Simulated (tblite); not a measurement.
# C5H11ClOSi2: the cost of one run

The runs use tblite 0.8.0 and PySCF 2.14.0, with density-fitted response routines of our own; the level of theory stands in each step. All values are computed, except where a source is named. Atoms count from 0, in the outputs and in this text.

### 1 The starting structure

20 atoms, charge 0, multiplicity 1; geometry from: force field or distance geometry start.

Bonds of the start (Å): C0–C1 1.30, C1–C2 1.47, C2–C3 1.31, C3–Si4 1.83, Si4–O5 1.74, O5–C6 1.40, C2–Si7 1.85, Si7–Cl8 2.10, C0–H9 1.08, C0–H10 1.11, C1–H11 1.10, C3–H12 1.10, Si4–H13 1.47, Si4–H14 1.46, C6–H15 1.09, C6–H16 1.13, C6–H17 1.11, Si7–H18 1.46, Si7–H19 1.47.

### 2 Optimising the geometry with GFN2-xTB

What the job is given:

```
{"job": {"kind": "relax", "xc": "GFN2-xTB", "basis": "xTB"}, "charge": 0, "multiplicity": 1}
C     -3.722900    -0.355000    -0.608300
C     -2.529600    -0.871800    -0.711100
C     -1.301800    -0.200000    -0.263900
C     -0.156200    -0.811000    -0.418400
Si     1.454400    -0.114900     0.087400
O      2.690500    -0.485500    -1.080700
C      3.904200    -0.299800    -0.411000
Si    -1.301900     1.493900     0.475400
Cl    -1.139900     1.454200     2.564900
H     -3.937300     0.618200    -0.200300
H     -4.577300    -0.959900    -0.969100
H     -2.456500    -1.884200    -1.131400
H     -0.144500    -1.824800    -0.839200
H      1.880300    -0.789100     1.319200
H      1.436600     1.326400     0.345000
H      4.756100    -0.169700    -1.083400
H      4.149300    -1.176900     0.251700
H      3.842700     0.602900     0.225900
H     -2.585400     2.109000     0.167100
H     -0.266000     2.348600    -0.132600
```

The run is started by

```
OMP_NUM_THREADS=1 python probes_run.py task.json out
```

This one command runs all jobs of the session in turn.

**Question.** How long does this first job take on 1 thread of Arm Neoverse N1, shared host, and how much memory does it need?

About 3.3 s, with a peak of 0.18 GiB.
